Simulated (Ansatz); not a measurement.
**C₂H₅ClO₂Si: how energies converge with the basis set**

The task here is to estimate one member of a computed series from the others.

The runs use Ansatz 0.2.0, Gaussian basis; one geometry, several basis sets.

Plan: PBE0-D4/def2-SVP; ωB97M-V/def2-SVP; PBE0-D4/def2-QZVPP; ωB97M-V/def2-QZVPP; the functionals' def2-TZVPP values are taken from earlier runs.

## The geometry

The geometry comes from an earlier relaxation with PBE0-D4 in a triple-zeta def2 set; it is a stationary point, not always the lowest conformer.

11 atoms, charge 0, spin multiplicity 1.

Atoms are counted from 1 here; the program's logs count them from 0.

Bond lengths: O1–C2 1.196 Å, C2–O3 1.331 Å, C2–H7 1.099 Å, O3–C4 1.436 Å, C4–Si5 1.887 Å, C4–H8 1.094 Å, C4–H9 1.091 Å, Si5–Cl6 2.055 Å, Si5–H10 1.478 Å, Si5–H11 1.482 Å. Angles: O1–C2–O3 125.8°, O1–C2–H7 125.1°, O3–C2–H7 109.1°, C2–O3–C4 115.8°, O3–C4–Si5 112.9°, O3–C4–H8 109.9°, O3–C4–H9 105.6°, Si5–C4–H8 109.4°, Si5–C4–H9 110.1°, H8–C4–H9 108.9°, C4–Si5–Cl6 108.9°, C4–Si5–H10 111.7°, C4–Si5–H11 108.3°, Cl6–Si5–H10 107.8°, Cl6–Si5–H11 108.3°, H10–Si5–H11 111.7°.

Geometry (Å):

```xyz
11
charge 0, multiplicity 1
O    -1.8142    1.1857   -0.5154
C    -1.5428    1.0084    0.6362
O    -0.7546    0.0463    1.1107
C    -0.2009   -0.8465    0.1323
Si    1.3738   -0.1769   -0.6642
Cl    2.8901   -0.2140    0.7228
H    -1.9109    1.6175    1.4735
H    -0.9419   -1.0536   -0.6452
H     0.0152   -1.7716    0.6689
H     1.2058    1.2206   -1.1137
H     1.7456   -1.0727   -1.7853
```

The first run:

File in.yaml:

```yaml
crystal:
  periodic: [false, false, false]
  atoms:
    - {symbol: O, position_ang: [-1.814164, 1.185688, -0.515381]}
    - {symbol: C, position_ang: [-1.542759, 1.008448, 0.636225]}
    - {symbol: O, position_ang: [-0.754557, 0.046289, 1.110684]}
    - {symbol: C, position_ang: [-0.200874, -0.846549, 0.132303]}
    - {symbol: Si, position_ang: [1.373803, -0.176950, -0.664218]}
    - {symbol: Cl, position_ang: [2.890086, -0.214024, 0.722846]}
    - {symbol: H, position_ang: [-1.910872, 1.617520, 1.473469]}
    - {symbol: H, position_ang: [-0.941865, -1.053649, -0.645207]}
    - {symbol: H, position_ang: [0.015247, -1.771580, 0.668920]}
    - {symbol: H, position_ang: [1.205796, 1.220579, -1.113683]}
    - {symbol: H, position_ang: [1.745559, -1.072673, -1.785258]}
basis:
  gaussian: {orbitals: def2-SVP}
hamiltonian: {xc: pbe0, dispersion: d4}
output: {orbitals: {seedname: orbitals}}
```

Steps of the session up to this table: PBE0-D4 in def2-SVP; ωB97M-V in def2-SVP; PBE0-D4 in def2-QZVPP; ωB97M-V in def2-QZVPP.

One table of the session follows, with a row left open; its other results are not shown here.

It belongs to the step «Density functionals: the series». 

```
functional       basis  HOMO (eV)  LUMO (eV)
   PBE0-D4    def2-SVP      -8.37       0.06
   PBE0-D4  def2-TZVPP          ?          ?
   PBE0-D4  def2-QZVPP      -8.51      -0.28
   ωB97M-V    def2-SVP     -10.59       2.48
   ωB97M-V  def2-TZVPP     -10.72       1.97
   ωB97M-V  def2-QZVPP     -10.76       1.54
```

Q: Estimate the row for PBE0-D4, def2-TZVPP from the others.

**Answer.** HOMO (eV): -8.48; LUMO (eV): -0.19. In the column «HOMO (eV)» it lies between PBE0-D4, def2-QZVPP (-8.51) and PBE0-D4, def2-SVP (-8.37).
